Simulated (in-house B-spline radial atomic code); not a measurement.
**H: excited configurations**

Wanted: excitation energies of H as differences of total energies (ΔSCF).

Program: in-house B-spline radial atomic code version 1. Level of theory: Dirac-Hartree-Fock, average of configuration, Gaussian nucleus, basis-set limit. These are calculated values, not measurements, unless marked.

## Step 1: The system

* element: hydrogen (Z = 1)
* charge: 0
* electrons: 1
* configuration: 1s1
* Hamiltonian: Dirac-Coulomb
* nucleus: Gaussian, rms radius 0.8409 fm

Input settings:

```ini
Z = 1
electrons = 1.0
configuration = 1s1
hamiltonian = dirac
method = hf
spin_polarised = False
nucleus = gauss
rms_radius = 0.8409
mass_number = 1
atomic_mass = 1.007825031898
speed_of_light = 137.035999084
```

From the earlier run of the reference: total energy -0.500007 hartree. Levels, eight at most:

```
orbital  occupation  energy (eV)  <r> (bohr)
  1s1/2           1      -13.606       1.500
```

## Step 2: Run with 5g1

Input settings:

```ini
Z = 1
electrons = 1.0
configuration = 5g1
hamiltonian = dirac
method = hf
spin_polarised = False
nucleus = gauss
rms_radius = 0.8409
mass_number = 1
atomic_mass = 1.007825031898
speed_of_light = 137.035999084
```

## Step 3: 5p1

The settings differ from step 2 so:

```diff
@@ -2,3 +2,3 @@
 electrons = 1.0
-configuration = 5g1
+configuration = 5p1
 hamiltonian = dirac
```

## Step 4: Configuration 4s1

The settings differ from step 3 so:

```diff
@@ -2,3 +2,3 @@
 electrons = 1.0
-configuration = 5p1
+configuration = 4s1
 hamiltonian = dirac
```

## Step 5: 3p1

The settings differ from step 4 so:

```diff
@@ -2,3 +2,3 @@
 electrons = 1.0
-configuration = 4s1
+configuration = 3p1
 hamiltonian = dirac
```

## Step 6: 2p1

The settings differ from step 5 so:

```diff
@@ -2,3 +2,3 @@
 electrons = 1.0
-configuration = 3p1
+configuration = 2p1
 hamiltonian = dirac
```

## Step 7: Run with 3d1

The settings differ from step 6 so:

```diff
@@ -2,3 +2,3 @@
 electrons = 1.0
-configuration = 2p1
+configuration = 3d1
 hamiltonian = dirac
```

## Step 8: 2s1

The settings differ from step 7 so:

```diff
@@ -2,3 +2,3 @@
 electrons = 1.0
-configuration = 3d1
+configuration = 2s1
 hamiltonian = dirac
```

Q: How far above the reference does each configuration lie (order and size, in eV)?

**Answer**, as computed:

| net move | configuration | energy above the reference (eV) | with Breit, QED, recoil (eV) | largest <r> (bohr) |
| --- | --- | --- | --- | --- |
| 1s → 2s | 2s1 | 10.204 | 10.199 | 6.00 |
| 1s → 2p | 2p1 | 10.204 | 10.199 | 5.00 |
| 1s → 3p | 3p1 | 12.094 | 12.088 | 12.5 |
| 1s → 3d | 3d1 | 12.094 | 12.088 | 10.5 |
| 1s → 4s | 4s1 | 12.756 | 12.749 | 24.0 |
| 1s → 5p | 5p1 | 13.062 | 13.054 | 36.5 |
| 1s → 5g | 5g1 | 13.062 | 13.055 | 27.5 |

Quantum defects of the promoted electron, δ = n − ζ/√(−2ε) with ζ = 1 and ε its orbital energy in hartree:

| promotion | δ |
| --- | --- |
| 1s → 2s | 0.000 |
| 1s → 2p | 0.000 |
| 1s → 3p | 0.000 |
| 1s → 3d | 0.000 |
| 1s → 4s | 0.000 |
| 1s → 5p | 0.000 |
| 1s → 5g | 0.000 |

What this shows: The lowest of them is 1s → 2s at 10.204 eV and the highest 1s → 5g at 13.062 eV. Of those tabulated, the defect is largest for 4s (0.00) and least for 5g (0.00): low angular momentum penetrates the core, high angular momentum stays outside it. These are averages over configurations, without correlation, not spectroscopic levels.
